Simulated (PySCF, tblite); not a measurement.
# C8H14N2: geometry, infrared bands and NMR shifts

Aim: predict the infrared bands and NMR shifts of C8H14N2 (`C=C[C@@H]1CNN=C1C(C)C`).

Computed with tblite 0.8.0 and PySCF 2.14.0, with density-fitted response routines of our own, on a single molecule in the gas phase. Atoms are numbered from 0 throughout.

## Step 1: The molecule as given

24 atoms, charge 0, multiplicity 1; geometry from: force field or distance geometry start.

Bonds of the start (Å): C0–C1 1.36, C1–C2 1.49, C2–C3 1.52, C3–N4 1.44, N4–N5 1.42, N5–C6 1.31, C6–C7 1.50, C7–C8 1.48, C7–C9 1.52, C6–C2 1.50, C0–H10 1.10, C0–H11 1.07, C1–H12 1.07, C2–H13 1.10, C3–H14 1.11, C3–H15 1.10, N4–H16 1.05, C7–H17 1.14, C8–H18 1.11, C8–H19 1.13, C8–H20 1.11, C9–H21 1.10, C9–H22 1.12, C9–H23 1.12.

## Step 2: Optimising the geometry with GFN2-xTB

Job settings and geometry (Å):

```
{"job": {"kind": "relax", "xc": "GFN2-xTB", "basis": "xTB"}, "charge": 0, "multiplicity": 1}
C      2.009000     1.122400     1.718000
C      1.683100     0.972300     0.407700
C      1.174300    -0.375100     0.041900
C      1.931300    -0.808300    -1.199700
N      1.244000    -0.025100    -2.187800
N     -0.127200    -0.127400    -1.831800
C     -0.205300    -0.325800    -0.544000
C     -1.468400    -0.488500     0.246700
C     -1.657900     0.527000     1.311000
C     -2.706400    -0.558900    -0.627600
H      1.861000     0.294600     2.421000
H      2.384000     2.046300     2.115000
H      1.814800     1.785200    -0.277600
H      1.247600    -1.104900     0.860700
H      1.716000    -1.887400    -1.303600
H      3.004200    -0.573000    -1.112900
H      1.654400     0.505000    -2.996900
H     -1.434800    -1.494500     0.772400
H     -2.658900     0.996900     1.186700
H     -1.716800     0.013900     2.312600
H     -0.890200     1.321600     1.342000
H     -3.599000    -0.083400    -0.183000
H     -2.413800    -0.067700    -1.591000
H     -2.856800    -1.645400    -0.872200
```

On the command line:

```bash
> OMP_NUM_THREADS=1 python probes_run.py task.json out
```

The driver reads the jobs from task.json and runs them one after another.

**Question.** This job is followed by: GFN2-xTB harmonic vibrations, gas phase; GIAO PBE0/pcSseg-1 NMR shielding, non-relativistic, gas phase. What will the session give for the following? strongest single infrared mode (GFN2-xTB); zero-point energy (GFN2-xTB); 13C shifts against TMS (PBE0/pcSseg-1); 1H shifts against TMS (PBE0/pcSseg-1, means over atoms taken as alike); 15N shifts against NH3 (PBE0/pcSseg-1).

The runs gave:

| quantity | value |
| --- | --- |
| strongest single infrared mode (GFN2-xTB) | 602 cm⁻¹, 121 km/mol |
| zero-point energy (GFN2-xTB) | 129.7 kcal/mol |
| 13C shifts against TMS (PBE0/pcSseg-1) | 156.9, 149.2, 122.4, 59.5, 55.7, 30.2, 26.1, 24.0 ppm |
| 1H shifts against TMS (PBE0/pcSseg-1, means over atoms taken as alike) | 5.87, 5.44, 5.35, 4.48, 3.93, 3.46, 3.21, 2.24, 1.25, 1.07 ppm |
| 15N shifts against NH3 (PBE0/pcSseg-1) | 373.1, 140.8 ppm |

In words: The optimisation took 232 steps and gained 1.544 eV; among the close pairs (by a distance rule), N4–N5 changed most, from 1.420 to 1.358 Å. All 66 modes are real, so the xTB geometry is a minimum. The strongest single mode, at 602 cm⁻¹, has its largest shares on H16, N4 and C6 (the list is cut at 3 atoms). Unscaled tight-binding wavenumbers are off by several per cent, some by more. Its intensities can rank the bands wrongly. The most deshielded hydrogen is H12 (hydrogen on an alkene CH), at 5.87 ppm: a vinylic proton, deshielded by the sp2 carbon and the C=C anisotropy. At PBE0/pcSseg-1: The widest tensor belongs to N5: span 577 ppm, with a paramagnetic part of -432 ppm.
